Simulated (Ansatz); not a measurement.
## ClH₅NSi₂, SMILES [SiH3][N][SiH2]Cl: a rigid scan of one bond length, step by step

Computed with Ansatz 0.2.0, Python API.

Typed at the interpreter:
```pycon
>>> import ansatz as az
>>> from ase import Atoms
>>> import numpy as np
>>> BASIS = 'def2-SVP'
>>> XC = 'R2SCAN0'
>>> atoms = Atoms(['Si', 'N', 'Si', 'Cl', 'H', 'H', 'H', 'H', 'H'], positions=[
...     (0.1295, 1.433, 0.0453),
...     (0.5563, 0.0206, 0.8697),
...     (-0.0834, -1.3725, 0.0085),
...     (0.5769, -3.0845, 0.9885),
...     (0.6148, 2.6414, 0.7574),
...     (0.6447, 1.5292, -1.3418),
...     (-1.3716, 1.6049, -0.0123),
...     (-1.4977, -1.3644, -0.026),
...     (0.519, -1.4539, -1.3065),
... ])
>>> molecule = az.Crystal.molecule_from_ase(atoms)
>>> symbols = [site.symbol for site in molecule.cartesian_sites]
>>> start = np.array([site.position_ang for site in molecule.cartesian_sites])
>>> axis = (start[4] - start[0]) / np.linalg.norm(start[4] - start[0])
>>> moving = [4]
>>> lengths, energies = [1.306, 1.365, 1.425, 1.484, 1.544, 1.603, 1.662, 1.751], []
>>> for length in lengths:
...     xyz = start.copy()
...     xyz[moving] += (length - np.linalg.norm(start[4] - start[0])) * axis
...     point = az.Crystal.molecule()
...     for symbol, place in zip(symbols, xyz):
...         point = point.atom(symbol, place.tolist())
...     calc = point.calculation()
...     calc = calc.basis(gaussian=BASIS)
...     calc = calc.functional(XC)
...     calc = calc.spin('collinear', total=1)
...     calc = calc.accuracy('medium')
...     calc = calc.scf(lower_state_search='light')
...     r = calc.run(threads=1, backend='cpu').report
...     energies.append(r['free_energy_ev'])
...     print(f'r = {length:6.3f} A  E = {energies[-1]:.5f} eV  <S^2> = {abs(r["mean_field"]["state"]["spin_squared"]):.3f}')
...
r =  1.306 A  E = -29835.23650 eV  <S^2> = 0.757
r =  1.365 A  E = -29835.46866 eV  <S^2> = 0.757
r =  1.425 A  E = -29835.59402 eV  <S^2> = 0.757
r =  1.484 A  E = -29835.63211 eV  <S^2> = 0.757
r =  1.544 A  E = -29835.60377 eV  <S^2> = 0.757
r =  1.603 A  E = -29835.52529 eV  <S^2> = 0.757
r =  1.662 A  E = -29835.40872 eV  <S^2> = 0.757
r =  1.751 A  E = -29835.18132 eV  <S^2> = 0.757
>>> # quartic fit about the minimum
>>> fit = np.polynomial.Polynomial.fit(lengths, np.array(energies) - min(energies), 4).convert()
>>> roots = [r.real for r in fit.deriv().roots() if abs(r.imag) < 1e-9 and fit.deriv(2)(r.real) > 0]
>>> r_e = min(roots, key=lambda r: abs(r - lengths[int(np.argmin(energies))]))
>>> print(f'minimum of the fit at {r_e:.4f} A, force constant {fit.deriv(2)(r_e):.2f} eV/A^2')
minimum of the fit at 1.4861 A, force constant 18.64 eV/A^2
```

The settings weren't tested for convergence. The rest of the molecule is held rigid at a force-field or estimated start geometry, and the basis set is modest; single-reference methods fail as a bond breaks. The run takes the species as open-shell (spin multiplicity 2), which needn't be its ground state. Hardware and time: 2.3 min on 1 thread of Arm Neoverse V1, with other jobs on the host, peak memory 0.38 GiB.
